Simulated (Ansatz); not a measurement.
**AlH7OSi3: a ladder of functionals and wavefunction methods**

Aim: compute AlH7OSi3 with functionals from several rungs and with coupled cluster, and see how far each lands from CCSD(T) at the basis-set limit for the atomisation energy.

Program: Ansatz 0.2.0, Gaussian basis. Level of theory: functionals in def2-TZVPP, the program's frozen cores in correlated methods. These are calculated values, not measurements.

The runs, in order: LDA (SPW92), PBE-D4, revPBE-D4, BLYP-D4, r2SCAN-D4, B97M-V, PBE0-D4, B3LYP-D4, r2SCANh-D4, r2SCAN0-D4, HSE06-D4, BHLYP-D4, CAM-B3LYP-D4, LC-ωPBE, ωB97X-V, ωB97M-V, B2PLYP, PBE-QIDH; CCSD(T)/def2-SVP; CCSD(T)/def2-TZVPP; MP2/def2-QZVPP; extrapolation to the limit; RPA on PBE.

## (1) The relaxed structure

All runs share one geometry, relaxed beforehand with PBE0-D4 in a triple-zeta def2 set.

12 atoms, charge 0, spin multiplicity 1.

Atoms are counted from 1 here; the program's logs count them from 0.

Bond lengths: O1–Si2 1.659 Å, O1–H6 0.958 Å, Si2–Si3 2.311 Å, Si2–Al4 2.437 Å, Si2–H7 1.497 Å, Si3–Al4 2.331 Å, Si3–H8 1.500 Å, Si3–H9 1.589 Å, Al4–Si5 2.456 Å, Si5–H10 1.490 Å, Si5–H11 1.490 Å, Si5–H12 1.490 Å. Angles: Si2–O1–H6 116.2°, O1–Si2–Si3 117.0°, O1–Si2–Al4 115.3°, O1–Si2–H7 107.1°, Si3–Si2–Al4 58.7°, Si3–Si2–H7 122.5°, Al4–Si2–H7 129.3°, Si2–Si3–Al4 63.3°, Si2–Si3–H8 142.6°, Si2–Si3–H9 81.0°, Al4–Si3–H8 150.4°, Al4–Si3–H9 56.3°, H8–Si3–H9 105.8°, Si2–Al4–Si3 57.9°, Si2–Al4–Si5 156.3°, Si3–Al4–Si5 144.1°, Al4–Si5–H10 111.9°, Al4–Si5–H11 109.9° and more.

## (2) LDA

This LDA is Slater exchange with PW92 correlation.

in.yaml reads:

```yaml
crystal:
  periodic: [false, false, false]
  atoms:
    - {symbol: O, position_ang: [-2.150925, 1.707411, 1.465809]}
    - {symbol: Si, position_ang: [-0.678723, 0.948969, 1.566247]}
    - {symbol: Si, position_ang: [-0.667074, -1.352919, 1.365869]}
    - {symbol: Al, position_ang: [0.075953, -0.138478, -0.479670]}
    - {symbol: Si, position_ang: [1.233237, -0.310399, -2.639414]}
    - {symbol: H, position_ang: [-2.445555, 2.165978, 2.254022]}
    - {symbol: H, position_ang: [0.119476, 1.670742, 2.606952]}
    - {symbol: H, position_ang: [-0.695083, -2.619451, 2.168673]}
    - {symbol: H, position_ang: [0.865770, -1.069827, 1.055410]}
    - {symbol: H, position_ang: [2.198327, 0.805820, -2.842826]}
    - {symbol: H, position_ang: [0.242469, -0.266782, -3.751673]}
    - {symbol: H, position_ang: [1.979028, -1.596267, -2.735297]}
basis:
  gaussian: {orbitals: def2-TZVPP}
hamiltonian: {xc: lda}
output: {orbitals: {seedname: orbitals}}
```

The run is started by

```console
> ansatz run in.yaml --threads 4 --pin off --events-out ev --progress --plain --max-ram 10444MiB
```

The runs that follow: PBE-D4 (GGA); revPBE-D4 (GGA); BLYP-D4 (GGA); r2SCAN-D4 (meta-GGA); B97M-V (meta-GGA); B3LYP-D4 (hybrid); r2SCANh-D4 (hybrid); r2SCAN0-D4 (hybrid); HSE06-D4 (hybrid); BHLYP-D4 (hybrid); CAM-B3LYP-D4 (range-separated); LC-ωPBE (range-separated); ωB97X-V (range-separated); ωB97M-V (range-separated); B2PLYP (double hybrid); PBE-QIDH (double hybrid); CCSD(T) in def2-SVP; CCSD(T) in def2-TZVPP; MP2 in def2-QZVPP; RPA on PBE orbitals.

Q: Predict the results of all the runs planned. Wanted: atomisation energy, CCSD(T)/CBS; farthest beyond LDA; mean size of error, GGA; mean size of error, meta-GGA; mean size of error, hybrid; mean size of error, range-separated; mean size of error, double hybrid; gap, smallest and largest; T1 diagnostic.

**Answer**, as computed:

| quantity | value |
| --- | --- |
| atomisation energy, CCSD(T)/CBS | 36.503 eV |
| functionals within 0.183 eV (0.5 %) | PBE-D4, r2SCAN-D4, r2SCANh-D4, ωB97X-V |
| farthest beyond LDA | BHLYP-D4 (-1.102 eV) |
| mean size of error, GGA | 0.515 eV |
| mean size of error, meta-GGA | 0.327 eV |
| mean size of error, hybrid | 0.465 eV |
| mean size of error, range-separated | 0.345 eV |
| mean size of error, double hybrid | 0.736 eV |
| gap, smallest and largest | 2.82 eV (LDA (SPW92)), 8.79 eV (LC-ωPBE) |
| T1 diagnostic | 0.0154 |
| triples share of the correlation energy | 4.1 % |

LDA overbinds by 4.576 eV (13 %). PBE-D4 is off by -0.055 eV. Double hybrids carry the basis error of their MP2 part in triple zeta, and no dispersion term here, so their miss is partly the set-up's. By mean error the best rung here is meta-GGA (0.327 eV) and the worst beyond LDA is double hybrid (0.736 eV). The gap between the best rungs is small, so their order is not settled. Misses under about 0.183 eV are within the doubt on the reference itself, which lacks core-valence correlation, relativity and higher excitations. Hartree-Fock recovers 71 % of the binding; the rest is correlation. CCSD(T) in def2-SVP is off by -3.161 eV, so the small basis spoils what the method gains. Orbital gaps span 2.8 to 8.8 eV; exact exchange widens them.
